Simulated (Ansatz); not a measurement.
# C2H6BClO: the cost of one run

Program: Ansatz 0.2.0. Level of theory: RKS PBE-D4/cc-pVDZ. These are calculated values, not measurements.

## (1) Starting point

Bond lengths: O1–B2 1.457 Å, B2–C3 1.579 Å, C3–C4 1.529 Å, C4–Cl5 1.740 Å, O1–H6 0.987 Å, B2–H7 1.152 Å, C3–H8 1.069 Å, C3–H9 1.169 Å, C4–H10 1.166 Å, C4–H11 1.091 Å. Angles (14 of 16 angles, heavy atoms first): O1–B2–C3 118.5°, B2–C3–C4 114.3°, C3–C4–Cl5 115.1°, O1–B2–H7 122.2°, C3–B2–H7 119.2°, B2–O1–H6 106.0°, B2–C3–H8 110.3°, B2–C3–H9 107.6°, C4–C3–H8 112.2°, C4–C3–H9 107.6°, C3–C4–H10 104.3°, C3–C4–H11 108.8°, Cl5–C4–H10 110.0°, Cl5–C4–H11 113.1°.

Coordinates:

```xyz
11

O     0.0673    2.0026    1.0920
B    -0.6414    0.8805    0.4905
C     0.1160   -0.4974    0.3409
C     0.3382   -0.9407   -1.1050
Cl    1.3592    0.1056   -2.0477
H    -0.1862    2.0036    2.0460
H    -1.7248    0.9713    0.1104
H    -0.3673   -1.2518    0.9247
H     1.1662   -0.3797    0.8401
H    -0.7331   -0.9711   -1.5639
H     0.6713   -1.9797   -1.1074
```

## (2) Relaxing end A

input.yaml

```yaml
crystal:
  periodic: [false, false, false]
  atoms:
    - { symbol: O, position_ang: [0.0673, 2.0026, 1.092] }
    - { symbol: B, position_ang: [-0.6414, 0.8805, 0.4905] }
    - { symbol: C, position_ang: [0.116, -0.4974, 0.3409] }
    - { symbol: C, position_ang: [0.3382, -0.9407, -1.105] }
    - { symbol: Cl, position_ang: [1.3592, 0.1056, -2.0477] }
    - { symbol: H, position_ang: [-0.1862, 2.0036, 2.046] }
    - { symbol: H, position_ang: [-1.7248, 0.9713, 0.1104] }
    - { symbol: H, position_ang: [-0.3673, -1.2518, 0.9247] }
    - { symbol: H, position_ang: [1.1662, -0.3797, 0.8401] }
    - { symbol: H, position_ang: [-0.7331, -0.9711, -1.5639] }
    - { symbol: H, position_ang: [0.6713, -1.9797, -1.1074] }
basis:
  gaussian: { orbitals: cc-pVDZ }
hamiltonian:
  xc: pbe
  dispersion: d4
relax:
  f_tol: 0.02
  max_steps: 50
```

Run with:

```bash
$ ansatz run input.yaml --threads 2 --pin off --max-ram 3072MiB --backend cpu --events-out ev --progress --plain --runs-dir out
```

**Question.** How long does this run take on 2 threads of Arm Neoverse V1, shared host, and how much memory does it need?

About 31 s, with a peak of 0.15 GiB.
